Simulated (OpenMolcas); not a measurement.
**Co³⁺ among point charges: CASSCF and CASPT2 levels and susceptibility**

Aim: the splitting of the states of Co³⁺ in the field of 6 point charges, its lowest levels with spin-orbit coupling and its magnetic susceptibility.

Method: state-averaged CASSCF and CASPT2, spin-orbit coupling by RASSI with atomic mean-field integrals. Code: OpenMolcas 26.06.

## 1. The system

| Quantity | Value |
| --- | --- |
| Species | Co³⁺ (cobalt, Z = 27, 24 electrons) |
| Basis | ANO-RCC-VDZP [5s4p2d1f], 34 functions |
| Scalar Hamiltonian | DKH2, point nucleus |
| Inactive shells | 1s 2s 2p 3s 3p |
| Active space | 6 electrons in 5 orbitals (3d) |
| Some configurations of this space | 3d6 |
| Orbitals | optimised for each spin and parity, averaged over all roots |

Outer shells as boxes (Hund's rule):

3d6
```
3d [↑↓][↑ ][↑ ][↑ ][↑ ]
```

The ion sits among 6 point charges of -2 e arranged as an octahedron (Oh), 1.85 Å from the ion.

The work runs as a chain of OpenMolcas steps in one folder; each step below is one input file. Labels, J, g values, rates, χT and fits are worked out afterwards by a script from the matrices that RASSI stores. The input lists half of the charges; inversion (Group=XYZ) makes the rest.

## 2. One- and two-electron integrals

a.inp

```
&GATEWAY
Coord
1

Co 0.0 0.0 0.0
Basis=ANO-RCC-VDZP
Group=XYZ
NoMove
AngMom=0.0 0.0 0.0
AMFI
XField
3 Angstrom 0
1.850000 0.000000 0.000000 -2.000000
0.000000 1.850000 0.000000 -2.000000
0.000000 0.000000 1.850000 -2.000000
&SEWARD
```

Command:

```sh
$ OMP_NUM_THREADS=1 MOLCAS_MEM=1689 MOLCAS_PROJECT=a pymolcas a.inp > a.log
```

## 3. CASSCF: quintets of even parity, 5 roots

a.inp

```
&RASSCF
FileOrb=start.orb
Symmetry=1
Spin=5
nActEl=6 0 0
Inactive=3 6
Ras2=5 0
CIRoot=5 5 1
SDav=5
CIMx=300
Iter=120 100
PrWF=0.3
OrbListing=Nothing
MaxOrb=0
>>> COPY $Project.JobIph JOB001
```

start.orb holds the contracted functions of the basis, ordered by shell, or the orbitals of the step before.

## 4. Reference wave functions, triplets of even parity, 45 roots

a.inp

```
&RASSCF
FileOrb=start.orb
Symmetry=1
Spin=3
nActEl=6 0 0
Inactive=3 6
Ras2=5 0
CIRoot=45 45 1
SDav=45
CIMx=300
Iter=120 100
PrWF=0.3
OrbListing=Nothing
MaxOrb=0
>>> COPY $Project.JobIph JOB002
```

## 5. CASSCF: singlets of even parity, 50 roots

a.inp

```
&RASSCF
FileOrb=start.orb
Symmetry=1
Spin=1
nActEl=6 0 0
Inactive=3 6
Ras2=5 0
CIRoot=50 50 1
SDav=50
CIMx=300
Iter=120 100
PrWF=0.3
OrbListing=Nothing
MaxOrb=0
>>> COPY $Project.JobIph JOB003
```

## 6. RASSI: spin-orbit coupling between the states

a.inp

```
&RASSI
NrOfJobIphs=3 5 45 50
1 2 3 4 5
1 2 3 4 5 6 7 8 9 10 11 12 13 14 15 16 17 18 19 20 21 22 23 24 25 26 27
28 29 30 31 32 33 34 35 36 37 38 39 40 41 42 43 44 45
1 2 3 4 5 6 7 8 9 10 11 12 13 14 15 16 17 18 19 20 21 22 23 24 25 26 27
28 29 30 31 32 33 34 35 36 37 38 39 40 41 42 43 44 45 46 47 48 49 50
IphNames
JOB001
JOB002
JOB003
EJob
SpinOrbit
DIPRint=1.0
SOCoupling=1000.0
Subsets=2
Property=9
'ANGMOM' 1 'ANGMOM' 2 'ANGMOM' 3 'MLTPL  1' 1 'MLTPL  1' 2 'MLTPL  1' 3
'AMFI' 1 'AMFI' 2 'AMFI' 3
SOProperty=3
'ANGMOM' 1 'ANGMOM' 2 'ANGMOM' 3
```

## 7. CASPT2: IPEA 0.25, imaginary shift 0.1 (closed shells correlated: 3s 3p)

a.inp

```
>>> COPY JOB001 $Project.JobIph
&CASPT2
Multistate=5 1 2 3 4 5
NoMult
Frozen=2 3
IPEA=0.25
Imaginary=0.1
MaxIter=60
WThr=0.0 0.3 0.05
PrWF=0.5
NoMix
>>> COPY JOB002 $Project.JobIph
&CASPT2
Multistate=45 1 2 3 4 5 6 7 8 9 10 11 12 13 14 15 16 17 18 19 20 21 22
23 24 25 26 27 28 29 30 31 32 33 34 35 36 37 38 39 40 41 42 43 44 45
NoMult
Frozen=2 3
IPEA=0.25
Imaginary=0.1
MaxIter=60
WThr=0.0 0.3 0.05
PrWF=0.5
NoMix
>>> COPY JOB003 $Project.JobIph
&CASPT2
Multistate=50 1 2 3 4 5 6 7 8 9 10 11 12 13 14 15 16 17 18 19 20 21 22
23 24 25 26 27 28 29 30 31 32 33 34 35 36 37 38 39 40 41 42 43 44 45 46
47 48 49 50
NoMult
Frozen=2 3
IPEA=0.25
Imaginary=0.1
MaxIter=60
WThr=0.0 0.3 0.05
PrWF=0.5
NoMix
```

(Steps that only read results are left out.)

What does the calculation give? Wanted: spin-free ground state; first state of the same spin within the active space; lowest level; next level.

As calculated:

```
                                            quantity                                                                        value
                                              method  SS-CASPT2, IPEA 0.25, imaginary shift 0.1 (closed shells correlated: 3s 3p)
                              spin-free ground state                                              5T2, 3-fold in its orbital part
first state of the same spin within the active space                                                              5E at 6320 cm⁻¹
                                        lowest level                                                                    3-fold T2
                                          next level                                                                   270.5 cm⁻¹
                                         χT at 300 K                                                               4.32 cm³ K/mol
                           effective moment at 300 K                                                                      5.88 μB
```

Cost by method:

```csv
method,time of its own steps,time with the reference
A. CASSCF,31 s,31 s
"B. SS-CASPT2, IPEA 0.25, imaginary shift 0.1, +3s 3p",7.7 s,39 s
```

Times are of one thread on a shared host.

**Reading.** The spin-free ground state (5T2) comes to 100 % from free-ion D terms and keeps the highest spin of the shell. χT at 300 K is 4.32, against 3.01 cm³ K/mol for the spin alone, so orbital moment adds to it. An active space of the d shell alone favours high spin; real ions in strong fields can be low spin. CASPT2 does not keep the components of a term degenerate, and the means are used. The field of point charges can differ much from that of real complexes. With metal d orbitals alone active, the gaps between spin states are rough; where two lie within a few thousand cm-1, their order is open. Point charges carry no covalency, so the field is a model and not that of real ligands.
